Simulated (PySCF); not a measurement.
# BeSb (quartet): changing the method

What do other methods print for BeSb (quartet)?

Method: method and basis as typed in the scripts; program: PySCF 2.14.0.

1 further run of the same task is left out (it didn't finish).

## (1) Where the work starts

BeSb (quartet): 2 atoms, charge 0, spin multiplicity 4.

No contacts short enough for the rule that draws bonds.

## (2) Base script

Input file input.py:

```python
from pyscf import gto, dft

mol = gto.M(
    atom='Be 0 0 0; Sb 0 0 2.441',
    basis='def2-svp',
    ecp={'Sb': 'def2-svp'},
    charge=0,
    spin=3,
    verbose=4,
)
mf = dft.UKS(mol, xc='wb97')
mf.kernel()
g = mf.nuc_grad_method()
g.grid_response = True
g.kernel()
mf.dip_moment()
print('orbital energies (hartree):', [e[max(0, n-3):n+3].round(4) for e, n in zip(mf.mo_energy, mol.nelec)])
```

Launch:

```sh
$ python input.py
```

Its log is not repeated here.

It gives: E(SCF) = -254.909316 Eh, 12 cycles, ⟨S²⟩ = 3.756, μ = 0.16 D, gradient on the second atom 0.0044 Eh/bohr.

The bond length is a typed value, not an optimised one. The quartet is typed in the script; nothing here shows that it is the ground state.

## (3) Stability test

Variant 1 changes step after the SCF: gradient → stability.

Input file input.py:

```python
from pyscf import gto, dft

mol = gto.M(
    atom='Be 0 0 0; Sb 0 0 2.441',
    basis='def2-svp',
    ecp={'Sb': 'def2-svp'},
    charge=0,
    spin=3,
    verbose=4,
)
mf = dft.UKS(mol, xc='wb97')
mf.kernel()
mf.stability(internal=True, external=True)
mf.dip_moment()
print('orbital energies (hartree):', [e[max(0, n-3):n+3].round(4) for e, n in zip(mf.mo_energy, mol.nelec)])
```

Launch:

```sh
$ python input.py
```

## (4) NEVPT2 (ROHF)

Variant 2 changes step after the SCF: gradient → nevpt2; SCF type: UKS → ROHF; functional: wb97 → none (Hartree–Fock); active space: none → 5 electrons in 6 orbitals.

Input file input.py:

```python
from pyscf import gto, scf, mcscf, mrpt

mol = gto.M(
    atom='Be 0 0 0; Sb 0 0 2.441',
    basis='def2-svp',
    ecp={'Sb': 'def2-svp'},
    charge=0,
    spin=3,
    verbose=4,
)
mf = scf.ROHF(mol)
mf.kernel()
mc = mcscf.CASSCF(mf, 6, 5)
mc.kernel()
mc.analyze()
mrpt.NEVPT(mc).kernel()
mf.dip_moment()
print('orbital energies (hartree):', mf.mo_energy[..., max(0, mol.nelec[1]-3):mol.nelec[0]+3].round(4))
```

## (5) M06l

Variant 3 changes functional: wb97 → m06l.

input.py, as its differences from that of step 2:

```diff
@@ -10,3 +10,3 @@
 )
-mf = dft.UKS(mol, xc='wb97')
+mf = dft.UKS(mol, xc='m06l')
 mf.kernel()
```

## (6) Bhandhlyp

Variant 4 changes functional: wb97 → bhandhlyp.

input.py, as its differences from that of step 2:

```diff
@@ -10,3 +10,3 @@
 )
-mf = dft.UKS(mol, xc='wb97')
+mf = dft.UKS(mol, xc='bhandhlyp')
 mf.kernel()
```

## (7) TDA

Variant 5 changes step after the SCF: gradient → tda; number of roots: none → 3.

input.py, as its differences from that of step 2:

```diff
@@ -1,2 +1,2 @@
-from pyscf import gto, dft
+from pyscf import gto, dft, tdscf
 
@@ -12,5 +12,6 @@
 mf.kernel()
-g = mf.nuc_grad_method()
-g.grid_response = True
-g.kernel()
+td = tdscf.TDA(mf)
+td.nstates = 3
+td.kernel()
+td.analyze(verbose=3)
 mf.dip_moment()
```

**Question.** What will these runs give? Wanted: for each run, E(SCF); from base; gap, α spin; SCF dipole; after the SCF.

The runs gave:

| run | E(SCF) (hartree) | from base (eV) | cycles | gap, α spin (eV) | SCF dipole (D) | after the SCF |
| --- | --- | --- | --- | --- | --- | --- |
| base | -254.909316 | 0 | 12 | 8.47 | 0.16 | n/a |
| stability test | -254.909316 | 0.0000 | 12 | 8.47 | 0.16 | unstable: UHF/UKS -> GHF/GKS |
| NEVPT2 (ROHF) | -253.844516 | not comparable | 11 | n/a | 0.62 | NEVPT2 correlation -3.111 eV (from the SCF energy, the CASSCF gain included) |
| m06l | -255.051881 | not comparable | 15 | 2.90 | 0.51 | n/a |
| bhandhlyp | -254.831623 | not comparable | 12 | 5.83 | 0.11 | n/a |
| TDA | -254.909316 | 0.0000 | 12 | 8.47 | 0.16 | lowest root found 1.86 eV |

What this shows: The α-spin gap between the frontier levels is 2.9 eV with m06l (0 % exact exchange) and 5.8 eV with bhandhlyp (50 %): exact exchange opens it. A lower total energy from another functional means nothing by itself. The dearest run is “stability test”, at 22 s against 6.1 s.
